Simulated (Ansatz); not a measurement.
This was printed by a script on Ansatz 0.2.0 through its Python package, for an equation of state with a fit of Co, space group P6_3/mmc. What did the script look like? Use (first run): PBE, PAW, cutoff 500 eV, 13×13×7 k-points, Fermi-Dirac smearing of 0.1 eV, collinear spin.

```xyz
2
Lattice="2.5074 0.0000 0.0000 -1.2537 2.1715 0.0000 0.0000 0.0000 4.0699" Properties=species:S:1:pos:R:3 pbc="T T T"
Co    0.0000    1.4476    1.0175
Co    1.2537    0.7238    3.0524
```

```console
$ python run_eos.py
DeckWarning: where an SCF of this run starts from atoms to list the orders of its open shells, Co (sites 0, 1, from 0) starts with 3.00 μB on its 3d shell, in the place of the 3.20 μB that the deck [...]
DeckWarning: output.stress: scf.convergence.dr2_threshold = 1e-9 eV is looser than the 2e-10 eV advised for a printed stress (1e-10 eV for each atom of the cell: 2). What an SCF threshold leaves in a [...]
V =   9.9718 A^3/atom  F = -5126.11264 eV/atom  P =   22.500 GPa
V =  10.2488 A^3/atom  F = -5126.14437 eV/atom  P =   14.386 GPa
V =  10.5258 A^3/atom  F = -5126.16301 eV/atom  P =    7.338 GPa
V =  10.8028 A^3/atom  F = -5126.17028 eV/atom  P =    1.228 GPa
V =  11.0798 A^3/atom  F = -5126.16773 eV/atom  P =   -4.054 GPa
V =  11.3568 A^3/atom  F = -5126.15669 eV/atom  P =   -8.606 GPa
V =  11.6338 A^3/atom  F = -5126.13835 eV/atom  P =  -12.511 GPa
V =  11.9108 A^3/atom  F = -5126.11376 eV/atom  P =  -15.847 GPa
V =  12.1878 A^3/atom  F = -5126.08385 eV/atom  P =  -18.684 GPa
pourier_tarantola  V0  10.8638 A^3/atom  B0   215.8 GPa  B1  4.72
```
(Warnings from the package without file and line, shortened.)

One script that gives this output:

The script, `run_eos.py`:
```python
"""Equation of state of Co."""

import ansatz as az
import numpy as np
from pymatgen.analysis.eos import EOS

VECTORS = np.array([
    [2.5074, 0.0, 0.0],
    [-1.2537, 2.1714721, 0.0],
    [0.0, 0.0, 4.0699],
])
SITES = [
    ("Co", [1 / 3, 2 / 3, 0.25], 3.2),
    ("Co", [2 / 3, 1 / 3, 0.75], 3.2),
]


def build(cell):
    crystal = az.Crystal(lattice=az.Lattice.of(cell))
    for symbol, position, moment in SITES:
        crystal = crystal.atom(symbol, position, moment=moment or None)
    return crystal

# uniform scaling of the cell
volumes, energies, pressures = [], [], []
for scale in np.linspace(0.9, 1.1, 9):
    cell = VECTORS * scale ** (1 / 3)
    job = (
        build(cell).calculation()
        .pseudopotentials("paw")
        .occupations("Fermi-Dirac", width=0.1)
        .spin("collinear")
        .scf(tolerance=1e-09)
        .basis(500)
        .kpoints(13, 13, 7)
        .stress()
    )
    summary = job.run(threads=1, backend="cpu").report
    volumes.append(abs(np.linalg.det(cell)) / len(SITES))
    energies.append(summary["free_energy_ev"] / len(SITES))
    pressures.append(np.trace(summary["stress_gpa"]) / 3)
    print(f"V = {volumes[-1]:8.4f} A^3/atom  F = {energies[-1]:.5f} eV/atom  P = {pressures[-1]:8.3f} GPa")

for form in ["pourier_tarantola"]:
    fit = EOS(eos_name=form).fit(volumes, energies)
    print(f"{form:18s} V0 {fit.v0:8.4f} A^3/atom  B0 {fit.b0_GPa:7.1f} GPa  B1 {fit.b1:5.2f}")
```

A third-order Birch-Murnaghan fit through the 9 points has its minimum at 10.86 Å³ an atom, 2.0 % below the typed cell, with a bulk modulus of 215 GPa. From that minimum the energy rises by 57.8 meV an atom on the compressed side and 86.6 meV on the expanded side.

Notes:
- Total energies depend on the potentials; only differences at equal settings carry meaning.
- Other magnetic orders than the one started from may lie lower.
- Shape and fractional positions are held along the curve, so the bulk modulus is an upper value where they are free to relax.
- The mesh is modest for a metal, so energies can be off by several to tens of meV an atom and pressures by half a GPa or more; differences at equal mesh fare better.
- Pressure is positive in compression.
- No functional is typed, so the default, PBE, holds.
- Timing: 88 s on 1 thread of Arm Neoverse V1, with other jobs on the host, peak memory 0.54 GiB.
